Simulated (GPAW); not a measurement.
Set up this calculation in GPAW 26.7.0, as an ASE script.

| Item | Value |
| --- | --- |
| Task | band structure |
| Functional | LDA |
| Potentials or basis | the program's PAW data sets (release 1.2.1) made for this functional |
| Cutoff | 600 eV |
| Basis | pw |
| k mesh | 9 × 9 × 1 |
| Occupations | fermi-dirac, width 0.05 eV |
| Spin | spin-orbit coupling, no magnetisation |
| Ranks | 4 |
| Maxiter | 150 |
| Band path | GMKGALHA,LM,KH |
| Band points | 80 |
| spin axis theta (degrees) | 54.7 |
| spin axis phi (degrees) | 45 |
| Soc after scf | second variation |

The system is WS2, a slab with vacuum.

```
S W
1.0
     3.18000    0.00000    0.00000
    -1.59000    2.75396    0.00000
     0.00000    0.00000   16.20000
S W
2 1
Direct
  0.66667 0.33333 0.40355
  0.66667 0.33333 0.59645
  0.33333 0.66667 0.50000
```

One way to write it, as run:

run.py

```python
import numpy as np
from ase import Atoms
from ase.dft.bandgap import bandgap
from ase.io import write
from ase.units import GPa
from ase.parallel import parprint
from gpaw import GPAW, PW
from gpaw.spinorbit import soc_eigenstates

atoms = Atoms(['S', 'S', 'W'],
              cell=[[3.1799999983, 0.0, 0.0],
                    [-1.5899999991, 2.7539607825, 0.0],
                    [0.0, 0.0, 16.2]],
              scaled_positions=[[0.66666667, 0.33333333, 0.40354938],
                                [0.66666667, 0.33333333, 0.59645062],
                                [0.3333333367, 0.6666666633, 0.5]],
              pbc=True)

calc = GPAW(mode=PW(600),
            xc='LDA',
            kpts={'size': (9, 9, 1), 'gamma': True},
            occupations={'name': 'fermi-dirac', 'width': 0.05},
            nbands=25,
            convergence={'density': 1e-05, 'energy': 1e-05},
            maxiter=150,
            txt='gpaw.txt')
atoms.calc = calc
energy = atoms.get_potential_energy()
forces = atoms.get_forces()
stress = atoms.get_stress()
calc.write('gs.gpw')
write('result.traj', atoms)
parprint(f'Energy: {energy:.6f} eV')
parprint('Forces (eV/A):')
parprint(forces.round(4))
parprint('Stress (GPa):', (stress / GPa).round(3))
parprint('Fermi level:', round(calc.get_fermi_level(), 4), 'eV')
parprint(f'Gap: {bandgap(calc)[0]:.4f} eV, direct: {bandgap(calc, direct=True)[0]:.4f} eV')

path = atoms.cell.bandpath('GMKGALHA,LM,KH', npoints=80, eps=1e-4)
bs_calc = calc.fixed_density(kpts=path, symmetry='off', nbands=48,
                             convergence={'bands': 'CBM+6.0', 'eigenstates': 1e-6}, txt='bands.txt')
bs = bs_calc.band_structure()
bs.write('bs.json')
parprint(f'Gap on the path: {bandgap(bs_calc)[0]:.4f} eV')

soc = soc_eigenstates(bs_calc, theta=54.7, phi=45)
np.savetxt('soc_bands.dat', soc.eigenvalues(), fmt='%.4f')
mesh = soc_eigenstates('gs.gpw', theta=54.7, phi=45)
np.savetxt('soc_mesh.dat', mesh.eigenvalues(), fmt='%.4f')
parprint('Fermi level with spin-orbit coupling:', round(mesh.fermi_level, 4), 'eV')
```

Potentials or basis: the program's PAW data sets (release 1.2.1) made for this functional, pw.

Run with:

```console
$ OMP_NUM_THREADS=1 mpirun -n 4 gpaw python run.py
```

Results of the run:

The largest force is 0.487 eV/Å. The band gap on the k mesh is 1.51 eV, direct. The band gap along the path is 1.51 eV, direct.

Caveat: spin-orbit coupling was added after a scalar SCF, so levels and gaps hold it while energy, forces, pressure and moments don't; this program's spin-orbit splittings come out too wide for heavy elements.

It took 67 s on 4 MPI ranks on Intel(R) Xeon(R) Platinum 8259CL CPU @ 2.50GHz (Skylake/Cascade Lake), with other jobs on the host, peak memory 0.35 GiB a rank.
